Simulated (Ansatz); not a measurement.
This script drives Ansatz's Python interface.

Contents of `csk3.vasp`:
```text
CsK3
1.0
   7.03429394    0.00000000    0.00000000
   0.00000000    7.03429394    0.00000000
   0.00000000    0.00000000    7.03429394
K Cs
3 1
Direct
   0.00000000    0.50000000    0.50000000
   0.50000000    0.00000000    0.50000000
   0.50000000    0.50000000    0.00000000
   0.00000000    0.00000000    0.00000000
```

The script, `csk3.py`:
```python
# -*- coding: utf-8 -*-
"""Short molecular dynamics of CsK3."""

from dataclasses import dataclass

import ansatz as az
from ase.io import read
import numpy as np


@dataclass(frozen=True)
class Options:
    functional: str = "pbesol"
    dispersion: str = "D4"
    kgrid: tuple[int, ...] = (1, 1, 1)
    filling: str = "Fermi-Dirac"
    max_iterations: int = 100
    n_steps: int = 10
    temperature_k: int = 500


settings = Options()


def main():
    atoms = read("csk3.vasp", format="vasp")
    structure = az.Crystal.from_ase(atoms)

    # a coarse mesh keeps each step cheap
    calc = (
        structure.supercell(2, 1, 1).calculation()
        .functional(settings.functional, dispersion=settings.dispersion)
        .basis(10 * az.Ha, density_ratio=4)
        .kpoints(*settings.kgrid)
        .occupations(settings.filling)
        .initial_density(normalization="cell")
        .scf(max_iterations=settings.max_iterations)
        .md("nve", timestep=2.0, steps=settings.n_steps, temperature=settings.temperature_k, initial_velocities="maxwell_boltzmann", seed=611)
    )
    steps = []


    def collect(event):
        if event["event"] == "md_step":
            steps.append(event["data"])


    done = calc.session().plan().execute(on_event=collect)
    data = done.report

    print(" step   t (fs)     E_pot (eV)   E_kin (eV)    T (K)")
    for s in steps[::2]:
        print(f"{s['step']:5d} {s['time_fs']:8.1f} {s['lagrangian_ev']:14.4f} {s['e_kin_ev']:12.4f} {s['temperature_k']:8.1f}")

    temperature = np.array([s["temperature_k"] for s in steps])
    print(f"mean temperature of the second half {temperature[len(steps) // 2 :].mean():.1f} K")

    with open("trajectory.xyz", "w") as handle:
        for s in steps[::5]:
            handle.write(f"{len(s['positions_ang'])}\nt = {s['time_fs']} fs\n")
            for site, xyz in zip(done.lattice.sites, s["positions_ang"]):
                handle.write("{} {:.4f} {:.4f} {:.4f}\n".format(site.symbol, *xyz))

    print("last positions (A) and velocities (A/fs)")
    for site, xyz, vel in zip(done.lattice.sites, steps[-1]["positions_ang"], steps[-1]["velocities_ang_fs"]):
        print(f"{site.symbol:2s}", " ".join(f"{v:8.4f}" for v in xyz), " ", " ".join(f"{v:9.5f}" for v in vel))


if __name__ == "__main__":
    main()
```

It is started by `python csk3.py`. Estimate its wall time and peak memory on 1 thread of Intel(R) Xeon(R) Platinum 8259CL CPU @ 2.50GHz (Skylake/Cascade Lake), on a shared host.

It took about 24 s, with a peak of 0.55 GiB, for 1 run of the engine.

```console
$ python csk3.py
DeckWarning: md: disabling space-group detection — thermal motion breaks the input geometry's symmetry, so no spatial operation reduces the k-mesh or symmetrises the density; time reversal is kept, so that k and −k are solved as one point where they differ and the mesh holds both, and exact exchange and, on two spinor components, a DFT+U term hold to it where the run has them: on two components no moment then forms, and a state that bears one, which a typed moment (crystal.atoms[].spin; refused [...]
DeckWarning: basis.ecutwfc = 272.11386245988 eV is below the records' recommended 420 eV, and the density's cutoff is lower with it unless basis.ecutrho_ratio is high enough to keep the records' density cutoff: compare with a run at a higher cutoff
DeckWarning: basis.ecutrho_ratio = 4 (ecutrho = 1088.45544983952 eV) is below the records' recommended 1680 eV
RunWarning: dispersion: an atom stands within reach of a switch of its C6 between two reference coordination numbers of its element: through that C6 alone, e_disp changes by 0.025 eV or more while the distances to its neighbours run over a stretch of 0.05 Å that contains this geometry (sites counted from 0 in the run's list of atoms or, in a supercell that it derives, in that cell's: here a list of 8) — site 3 (Cs): coordination number 7.386 (about 6.92 to 7.85 with every neighbour 0.05 Å [...]
 step   t (fs)     E_pot (eV)   E_kin (eV)    T (K)
    0      0.0    -20269.0894       0.4524    500.0
    2      4.0    -20269.0905       0.4535    501.2
    4      8.0    -20269.1046       0.4676    516.8
    6     12.0    -20269.1081       0.4711    520.6
    8     16.0    -20269.1043       0.4673    516.5
   10     20.0    -20269.0994       0.4624    511.1
mean temperature of the second half 517.1 K
last positions (A) and velocities (A/fs)
K   -0.0828   3.4263   3.4860    -0.00409  -0.00452  -0.00154
K    3.5868   0.0128   3.4663     0.00380   0.00066  -0.00252
K    3.5187   3.6364   0.0085     0.00040   0.00591   0.00042
Cs   0.0598  -0.0036  -0.0006     0.00299  -0.00018  -0.00003
K    6.9789   3.5590   3.6523    -0.00273   0.00206   0.00668
K   10.5095  -0.0860   3.5610    -0.00246  -0.00426   0.00217
K   10.5578   3.5406   0.0007    -0.00005   0.00114   0.00005
Cs   7.0047  -0.0024  -0.0307    -0.00147  -0.00011  -0.00151
```
(Warnings from the package without file and line, shortened.)

It writes `trajectory.xyz`:
```text
8
t = 0.0 fs
K 0.0000 3.5171 3.5171
K 3.5171 0.0000 3.5171
K 3.5171 3.5171 0.0000
Cs 0.0000 0.0000 0.0000
K 7.0343 3.5171 3.5171
K 10.5514 0.0000 3.5171
K 10.5514 3.5171 0.0000
Cs 7.0343 0.0000 0.0000
8
t = 10.0 fs
K -0.0415 3.4717 3.5015
K 3.5486 0.0063 3.4917
K 3.5145 3.5769 0.0042
Cs 0.0299 -0.0018 -0.0003
K 7.0064 3.5382 3.5850
K 10.5340 -0.0431 3.5392
K 10.5582 3.5290 0.0003
Cs 7.0195 -0.0012 -0.0154
8
t = 20.0 fs
K -0.0828 3.4263 3.4860
K 3.5868 0.0128 3.4663
K 3.5187 3.6364 0.0085
Cs 0.0598 -0.0036 -0.0006
K 6.9789 3.5590 3.6523
K 10.5095 -0.0860 3.5610
K 10.5578 3.5406 0.0007
Cs 7.0047 -0.0024 -0.0307
```

Reading the output:
- These settings explore the input space; cutoff and mesh may be short of convergence.
- The cutoff lies under the one recommended for these potentials.
- This cell is a computed structure, which may not be the phase found in nature.
- A small cell, a coarse mesh and a very short run: it shows the set-up and gives no equilibrium averages.

(A comment or docstring line of the script was reworded after the run, the code is as it ran; lines on the test bed's own set-up are left out of the output.)
